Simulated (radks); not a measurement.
# The Coulomb parameter U of the 4d shell of Cd³⁺

The task here is to estimate one member of a computed series from the others.

The numbers are computed with radks (a radial shooting solver on a logarithmic mesh, Libxc functionals) version 1 (scalar-relativistic Kohn-Sham, r2SCAN, spin-unpolarised, spherical densities, finite nucleus), except any that are marked as measured or tabulated.

## The system

| Item | Value |
| --- | --- |
| element | cadmium (Z = 48) |
| charge | +3 |
| electrons | 45 |
| configuration | [Kr] 4d8 5p1 |
| nuclear rms radius | 4.6087 fm |

Outer shells as boxes (Hund's rule):

Cd³⁺
```
[Kr] core
4d [↑↓][↑↓][↑↓][↑ ][↑ ]
5p [↑ ][  ][  ]
```

The first run:

Input:

```text
Z 48
configuration [Kr] 4d8 5p1
relativity scalar-relativistic
functional r2scan,r2scan
spin unpolarised
nucleus finite rms 4.6087 fm
c 137.035999084
```

Steps of the session up to this table: Start: [Kr] 4d8 5p1.

One table of the session follows, with a row left open; its other results are not shown here.

It belongs to the step «Start: [Kr] 4d8 5p1». Radial moments (bohr):

| level | <r> | outermost maximum (interpolated) | 90 % within | nodes |
| --- | --- | --- | --- | --- |
| 2p | ? | ? | ? | ? |
| 3s | 0.3574 | 0.323 | 0.526 | 2 |
| 3p | 0.3565 | 0.317 | 0.536 | 1 |
| 3d | 0.3346 | 0.266 | 0.528 | 0 |
| 4s | 0.8739 | 0.795 | 1.26 | 3 |
| 4p | 0.9458 | 0.842 | 1.39 | 2 |
| 4d | 1.160 | 0.956 | 1.78 | 1 |
| 5p | 2.605 | 2.33 | 3.75 | 3 |

Q: Estimate the row for 2p from the others.

**Answer.** <r>: 0.1149; outermost maximum (interpolated): 0.0890; 90 % within: 0.187; nodes: 0. In the column «<r>» it is the lowest.
